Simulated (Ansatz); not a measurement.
# Cu: the cost of one run

Program: Ansatz 0.2 early development. Level of theory: run time, molecular dynamics, PBE, PAW. These are calculated values, not measurements.

## (1) Starting point

It holds 32 Cu; a = 7.230 Å, b = 7.230 Å, c = 7.230 Å, α = 90.00°, β = 90.00°, γ = 90.00°; 11.81 Å³ an atom; space group Fm-3m.

## (2) The calculation

Contents of input.yaml:

```yaml
crystal:
  lattice:
    - [7.23, 0, 0]
    - [0, 7.23, 0]
    - [0, 0, 7.23]
  atoms:
    - { symbol: Cu, position: [0.0, 0.0, 0.0] }
    - { symbol: Cu, position: [0.0, 0.25, 0.25] }
    - { symbol: Cu, position: [0.25, 0.0, 0.25] }
    - { symbol: Cu, position: [0.25, 0.25, 0.0] }
    - { symbol: Cu, position: [0.0, 0.0, 0.5] }
    - { symbol: Cu, position: [0.0, 0.25, 0.75] }
    - { symbol: Cu, position: [0.25, 0.0, 0.75] }
    - { symbol: Cu, position: [0.25, 0.25, 0.5] }
    - { symbol: Cu, position: [0.0, 0.5, 0.0] }
    - { symbol: Cu, position: [0.0, 0.75, 0.25] }
    - { symbol: Cu, position: [0.25, 0.5, 0.25] }
    - { symbol: Cu, position: [0.25, 0.75, 0.0] }
    - { symbol: Cu, position: [0.0, 0.5, 0.5] }
    - { symbol: Cu, position: [0.0, 0.75, 0.75] }
    - { symbol: Cu, position: [0.25, 0.5, 0.75] }
    - { symbol: Cu, position: [0.25, 0.75, 0.5] }
    - { symbol: Cu, position: [0.5, 0.0, 0.0] }
    - { symbol: Cu, position: [0.5, 0.25, 0.25] }
    - { symbol: Cu, position: [0.75, 0.0, 0.25] }
    - { symbol: Cu, position: [0.75, 0.25, 0.0] }
    - { symbol: Cu, position: [0.5, 0.0, 0.5] }
    - { symbol: Cu, position: [0.5, 0.25, 0.75] }
    - { symbol: Cu, position: [0.75, 0.0, 0.75] }
    - { symbol: Cu, position: [0.75, 0.25, 0.5] }
    - { symbol: Cu, position: [0.5, 0.5, 0.0] }
    - { symbol: Cu, position: [0.5, 0.75, 0.25] }
    - { symbol: Cu, position: [0.75, 0.5, 0.25] }
    - { symbol: Cu, position: [0.75, 0.75, 0.0] }
    - { symbol: Cu, position: [0.5, 0.5, 0.5] }
    - { symbol: Cu, position: [0.5, 0.75, 0.75] }
    - { symbol: Cu, position: [0.75, 0.5, 0.75] }
    - { symbol: Cu, position: [0.75, 0.75, 0.5] }
kpoints:
  mp_grid: { grid: [2, 2, 2] }
hamiltonian:
  xc: pbe
  pseudopotentials: { kind: paw, source: jth }
magnetization:
  spin_polarized: false
scf:
  occupations: { method: methfessel_paxton, width: "0.2 eV" }
output:
  forces: true
  stress: false
md:
  ensemble: nvt_langevin
  temperature: 900
  timestep: 2.0
  n_steps: 8
  seed: 7
  initial_velocities: maxwell_boltzmann
basis:
  ecutwfc: "550 eV"
```

Run with:

```console
$ ansatz run input --backend cpu --threads 16 --events-out ev
```

What time and memory should one allow on 16 threads of Arm Neoverse V2 (Grace), shared host?

About 2.3 min, with a peak of 6.8 GiB.
